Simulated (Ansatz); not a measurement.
# Au: the cost of one run

Method: DFT PBEsol, scalar-relativistic, plane waves, PAW, in Ansatz 0.2.0.

### 1 The structure to begin with

Symmetry: P6_3/mmc, No. 194, hexagonal system. Conventional cell: a = 2.865 Å, b = 2.865 Å, c = 4.791 Å, α = 90.00°, β = 90.00°, γ = 120.00°. Au (site symmetry -6m2) has 12 Au at 2.87 to 2.91 Å as nearest neighbours.

As a file:

```
Au
1.0
     2.86519    0.00000    0.00000
    -1.43260    2.48133    0.00000
     0.00000    0.00000    4.79058
Au
2
Direct
  0.33333 0.66667 0.75000
  0.66667 0.33333 0.25000
```

This cell was relaxed beforehand with the same method: volume 17.03 Å³/atom, gap on the mesh none (metal).

### 2 What is varied

The energy is mapped over two normal modes frozen in (zone-centre modes of the cell shown).

The axes are (1) amplitude of mode 4 (39 cm⁻¹), largest displacement: 7 values from −0.368 Å; (2) amplitude of mode 5 (39 cm⁻¹), largest displacement: 7 values from −0.368 Å.

Nothing else is relaxed (the cell and all other modes fixed). Energies count from the relaxed high-symmetry cell. Points are written as (first, second).

The modes come from a phonon run on the reference cell, made beforehand.

The patterns, per unit of each coordinate (Å):

| atom | x1 | y1 | z1 | x2 | y2 | z2 |
| --- | --- | --- | --- | --- | --- | --- |
| Au1 | 1.000 | 0.000 | 0.000 | 0.000 | 1.000 | 0.000 |
| Au2 | -1.000 | 0.000 | 0.000 | 0.000 | -1.000 | 0.000 |

### 3 The run at (0.000 Å, −0.368 Å)

The input, input.yaml:

```yaml
crystal:
  lattice:
    - [2.8651904506, 0.0, 0.0]
    - [-1.4325952253, 2.4813277169, 0.0]
    - [0.0, 0.0, 4.7905767359]
  atoms:
    - { symbol: Au, position: [0.2591794847, 0.5183589693, 0.75] }
    - { symbol: Au, position: [0.7408205153, 0.4816410307, 0.25] }
basis:
  ecutwfc: 420
kpoints:
  mp_grid: { grid: [18, 18, 10] }
hamiltonian:
  xc: pbesol
scf:
  occupations: { method: gaussian, width: 0.15 }
output:
  forces: true
  stress: true
  eigenvalues: true
```

Command:

```sh
$ ansatz run input.yaml --threads 1 --pin off --max-ram 2048MiB --backend cpu --events-out ev --progress --plain --runs-dir out
```

What time and memory should one allow on 1 thread of Arm Neoverse V2, shared host?

About 14 s, with a peak of 0.55 GiB.
